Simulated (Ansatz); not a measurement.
# CoSi+ (septet): wave-function methods side by side, def2-TZVPP

The task here is to estimate one member of a computed series from the others.

Computed with Ansatz 0.2.0, Gaussian basis. Level: def2-TZVPP, core rule «outside noble gas», up to 14 orbitals frozen.

The runs, in order: UHF; CCSD(T) on ROHF; CCSD(T) on UHF; CCSDT(Q) on ROHF; CCSDT(Q) on UHF; CASSCF and NEVPT2, 12 electrons in 10 orbitals.

3 further runs of the same task are left out: 3 set aside as unsound or not needed.

## What is computed

The geometry is a PBE0/def2-TZVP stationary point (not a proven minimum) of the parent state, kept for this charge and spin.

2 atoms, charge 1, spin multiplicity 7.

Atoms are counted from 1 here; the program's logs count them from 0.

Bond lengths: Co1–Si2 2.358 Å.

Coordinates:

```xyz
2
charge 1, multiplicity 7
Co    0.00000    0.00000    0.00000
Si    0.00000    0.00000    2.35760
```

The first run:

Contents of in.yaml:

```yaml
crystal:
  periodic: [false, false, false]
  atoms:
    - {symbol: Co, position_ang: [0.000000, 0.000000, 0.000000]}
    - {symbol: Si, position_ang: [0.000000, 0.000000, 2.357600]}
basis:
  gaussian: {orbitals: def2-TZVPP}
total_charge: 1
magnetization: {spin_polarized: true, initial_magnetization: 6}
hamiltonian: {xc: hf}
output: {orbitals: {seedname: orbitals}}
```

Launch:

```bash
ansatz run in.yaml --threads 1 --pin off --events-out ev --progress --plain --max-ram 4096MiB --backend cpu
```

Steps of the session up to this table: UHF; CCSD(T) on ROHF; CCSD(T) on UHF; CCSDT(Q) on ROHF; CCSDT(Q) on UHF; CASSCF and NEVPT2, 12 electrons in 10 orbitals.

One table of the session follows, with a row left open; its other results are not shown here.

It belongs to the step «Misses and costs». 

| method | from RCCSDT(Q) (meV) |
| --- | --- |
| ROHF | +8519.5 |
| UHF | +8164.0 |
| RMP2 | +704.0 |
| UMP2 | +607.7 |
| RCCSD | +352.0 |
| UCCSD | +208.5 |
| RCCSD(T) | +50.1 |
| UCCSD(T) | ? |
| RCCSDT | +12.0 |
| UCCSDT | -125.4 |
| RCCSDT(Q) | 0 |
| UCCSDT(Q) | -137.9 |
| CASSCF valence | +8088.5 |
| NEVPT2 valence | +1363.5 |

Estimate the missing values for UCCSD(T).

**Answer.** from RCCSDT(Q) (meV): -85.9. In the column «from RCCSDT(Q) (meV)» it lies between UCCSDT (-125.4) and RCCSDT(Q) (0).

Caveats from the session: Restricted and unrestricted rows rest on different reference determinants; where their highest levels disagree by more than a few hundredths of an eV, they describe different states and don't form one ladder.
